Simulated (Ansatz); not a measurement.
**Cl₂H₆N₂Si₂: up Jacob's ladder to CCSD(T)**

Aim: compute Cl₂H₆N₂Si₂ with functionals from several rungs and with coupled cluster, and see how far each lands from CCSD(T) at the basis-set limit for the atomisation energy.

Computed with Ansatz 0.2.0, Gaussian basis. Level: functionals in def2-TZVPP, the program's frozen cores in correlated methods.

The runs, in order: PBE-D4, r2SCAN-D4, PBE0-D4, B3LYP-D4, ωB97X-V, ωB97M-V, B2PLYP; CCSD(T)/def2-TZVPP; MP2/def2-QZVPP; extrapolation to the limit.

**1. The geometry**

The geometry comes from an earlier relaxation with PBE0-D4 in a triple-zeta def2 set; it is a stationary point, not always the lowest conformer.

SMILES `N[SiH2][Si](N)(Cl)Cl`, 12 atoms, charge 0, spin multiplicity 1.

Atoms are counted from 1 here; the program's logs count them from 0.

Bond lengths: N1–Si2 1.725 Å, N1–H7 1.008 Å, N1–H8 1.009 Å, Si2–Si3 2.332 Å, Si2–H9 1.486 Å, Si2–H10 1.493 Å, Si3–N4 1.696 Å, Si3–Cl5 2.082 Å, Si3–Cl6 2.053 Å, N4–H11 1.008 Å, N4–H12 1.008 Å. Angles: Si2–N1–H7 119.7°, Si2–N1–H8 118.4°, H7–N1–H8 110.6°, N1–Si2–Si3 104.5°, N1–Si2–H9 107.7°, N1–Si2–H10 116.8°, Si3–Si2–H9 111.4°, Si3–Si2–H10 108.5°, H9–Si2–H10 108.0°, Si2–Si3–N4 111.6°, Si2–Si3–Cl5 105.1°, Si2–Si3–Cl6 114.0°, N4–Si3–Cl5 113.5°, N4–Si3–Cl6 106.9°, Cl5–Si3–Cl6 105.8°, Si3–N4–H11 119.0°, Si3–N4–H12 121.4°, H11–N4–H12 112.2°.

As a file:

| atom | x (Å) | y (Å) | z (Å) |
| --- | --- | --- | --- |
| N1 | -1.2650 | 0.6729 | -1.4503 |
| Si2 | -1.0981 | -0.7003 | -0.4194 |
| Si3 | 0.5967 | -0.1092 | 1.0699 |
| N4 | 2.0900 | 0.0581 | 0.2828 |
| Cl5 | -0.0638 | 1.6444 | 1.9777 |
| Cl6 | 0.8742 | -1.4559 | 2.5939 |
| H7 | -1.7533 | 0.5824 | -2.3274 |
| H8 | -1.4545 | 1.5695 | -1.0285 |
| H9 | -0.6975 | -1.8539 | -1.2663 |
| H10 | -2.3024 | -1.1012 | 0.3671 |
| H11 | 2.1248 | 0.5422 | -0.6009 |
| H12 | 2.9490 | 0.1511 | 0.8015 |

**2. PBE-D4 (GGA)**

Input file in.yaml:

```yaml
crystal:
  periodic: [false, false, false]
  atoms:
    - {symbol: N, position_ang: [-1.264983, 0.672930, -1.450266]}
    - {symbol: Si, position_ang: [-1.098115, -0.700279, -0.419438]}
    - {symbol: Si, position_ang: [0.596672, -0.109236, 1.069901]}
    - {symbol: N, position_ang: [2.089955, 0.058147, 0.282759]}
    - {symbol: Cl, position_ang: [-0.063811, 1.644382, 1.977692]}
    - {symbol: Cl, position_ang: [0.874208, -1.455932, 2.593865]}
    - {symbol: H, position_ang: [-1.753297, 0.582369, -2.327398]}
    - {symbol: H, position_ang: [-1.454535, 1.569454, -1.028516]}
    - {symbol: H, position_ang: [-0.697525, -1.853872, -1.266298]}
    - {symbol: H, position_ang: [-2.302408, -1.101239, 0.367139]}
    - {symbol: H, position_ang: [2.124814, 0.542220, -0.600936]}
    - {symbol: H, position_ang: [2.949047, 0.151057, 0.801506]}
basis:
  gaussian: {orbitals: def2-TZVPP}
hamiltonian: {xc: pbe, dispersion: d4}
output: {forces: true, orbitals: {seedname: orbitals}}
```

The run is started by

```
ansatz run in.yaml --threads 2 --pin off --events-out ev --progress --plain --max-ram 32768MiB --backend cuda --devices 0, --max-vram 18GiB
```

After this run come: r2SCAN-D4 (meta-GGA); PBE0-D4 (hybrid); B3LYP-D4 (hybrid); ωB97X-V (range-separated); ωB97M-V (range-separated); B2PLYP (double hybrid); CCSD(T) in def2-TZVPP; MP2 in def2-QZVPP.

Before running them: what should the planned runs give, taken together? Wanted: atomisation energy, CCSD(T)/CBS; farthest; mean size of error, hybrid; mean size of error, range-separated; gap, smallest and largest; T1 diagnostic; triples share of the correlation energy.

**Answer**, as computed:

| quantity | value |
| --- | --- |
| atomisation energy, CCSD(T)/CBS | 41.689 eV |
| functionals within 0.208 eV (0.5 %) | r2SCAN-D4, B3LYP-D4, ωB97M-V |
| farthest | B2PLYP (-0.763 eV) |
| mean size of error, hybrid | 0.169 eV |
| mean size of error, range-separated | 0.245 eV |
| gap, smallest and largest | 4.89 eV (PBE-D4), 11.41 eV (ωB97X-V) |
| T1 diagnostic | 0.0102 |
| triples share of the correlation energy | 3.9 % |

In words: PBE-D4 misses by +0.429 eV. Double hybrids carry the basis error of their MP2 part in triple zeta, and no dispersion term here, so their miss is partly the set-up's. Misses under about 0.208 eV are within the doubt on the reference itself, which lacks core-valence correlation, relativity and higher excitations. Hartree-Fock recovers 70 % of the binding; the rest is correlation. The gap grows from 4.9 to 11.4 eV across the functionals, mostly with the share of exact exchange.
